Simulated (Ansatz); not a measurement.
**AlCl₃H₂O: a ladder of functionals and wavefunction methods**

The task here is to estimate one member of a computed series from the others.

Program: Ansatz 0.2.0, Gaussian basis. Level of theory: functionals in def2-TZVPP, the program's frozen cores in correlated methods. These are calculated values, not measurements.

The runs, in order: LDA (SPW92), PBE-D4, revPBE-D4, BLYP-D4, r2SCAN-D4, B97M-V, PBE0-D4, B3LYP-D4, r2SCANh-D4, r2SCAN0-D4, HSE06-D4, BHLYP-D4, CAM-B3LYP-D4, LC-ωPBE, ωB97X-V, ωB97M-V, B2PLYP, PBE-QIDH; CCSD(T)/def2-SVP; CCSD(T)/def2-TZVPP; MP2/def2-QZVPP; extrapolation to the limit; RPA on PBE.

## The geometry

The geometry comes from an earlier relaxation with PBE0-D4 in a triple-zeta def2 set; it is a stationary point, not always the lowest conformer.

SMILES `[OH2+][Al-]([Cl])([Cl])[Cl]`, 7 atoms, charge 0, spin multiplicity 1.

Atoms are counted from 1 here; the program's logs count them from 0.

Bond lengths: O1–Al2 1.948 Å, O1–H6 0.967 Å, O1–H7 0.967 Å, Al2–Cl3 2.112 Å, Al2–Cl4 2.091 Å, Al2–Cl5 2.112 Å. Angles: Al2–O1–H6 111.7°, Al2–O1–H7 111.7°, H6–O1–H7 108.6°, O1–Al2–Cl3 97.2°, O1–Al2–Cl4 105.6°, O1–Al2–Cl5 97.2°, Cl3–Al2–Cl4 116.9°, Cl3–Al2–Cl5 117.4°, Cl4–Al2–Cl5 116.9°.

The first run:

in.yaml reads:

```yaml
crystal:
  periodic: [false, false, false]
  atoms:
    - {symbol: O, position_ang: [-0.708510, 0.516675, 0.761127]}
    - {symbol: Al, position_ang: [0.327410, -0.534140, -0.510434]}
    - {symbol: Cl, position_ang: [2.096032, -0.665462, 0.635989]}
    - {symbol: Cl, position_ang: [-0.752962, -2.302576, -0.789637]}
    - {symbol: Cl, position_ang: [0.297817, 0.863956, -2.092843]}
    - {symbol: H, position_ang: [-0.990596, 1.359617, 0.381129]}
    - {symbol: H, position_ang: [-0.207989, 0.693830, 1.568970]}
basis:
  gaussian: {orbitals: def2-TZVPP}
hamiltonian: {xc: lda}
output: {orbitals: {seedname: orbitals}}
```

Among the steps run: LDA; PBE-D4 (GGA); revPBE-D4 (GGA); BLYP-D4 (GGA); r2SCAN-D4 (meta-GGA); B97M-V (meta-GGA); PBE0-D4 (hybrid); B3LYP-D4 (hybrid); r2SCANh-D4 (hybrid); r2SCAN0-D4 (hybrid); HSE06-D4 (hybrid); BHLYP-D4 (hybrid); CAM-B3LYP-D4 (range-separated); LC-ωPBE-D4 (range-separated; the results give it without D4); ωB97X-V (range-separated); ωB97M-V (range-separated); B2PLYP (double hybrid); PBE-QIDH (double hybrid).

One of the session's tables, all rows but one given; the rest of the session is left out.

It belongs to the step «Frontier levels by functional». 

| functional | HOMO (eV) | gap (eV) |
| --- | --- | --- |
| LDA (SPW92) | -7.44 | 5.53 |
| PBE-D4 | -7.29 | 5.55 |
| revPBE-D4 | ? | ? |
| BLYP-D4 | -7.10 | 5.32 |
| r2SCAN-D4 | -7.66 | 6.56 |
| B97M-V | -7.73 | 6.26 |
| PBE0-D4 | -8.70 | 7.85 |
| B3LYP-D4 | -8.40 | 7.16 |
| r2SCANh-D4 | -8.17 | 7.34 |
| r2SCAN0-D4 | -8.95 | 8.50 |
| HSE06-D4 | -8.30 | 7.08 |
| BHLYP-D4 | -9.94 | 9.75 |
| CAM-B3LYP-D4 | -10.05 | 9.98 |
| LC-ωPBE | -11.52 | 12.84 |
| ωB97X-V | -11.12 | 12.21 |
| ωB97M-V | -10.94 | 11.63 |

Estimate the missing values for revPBE-D4.

**Answer.** HOMO (eV): -7.23; gap (eV): 5.59. In the column «HOMO (eV)» it lies between PBE-D4 (-7.29) and BLYP-D4 (-7.10).
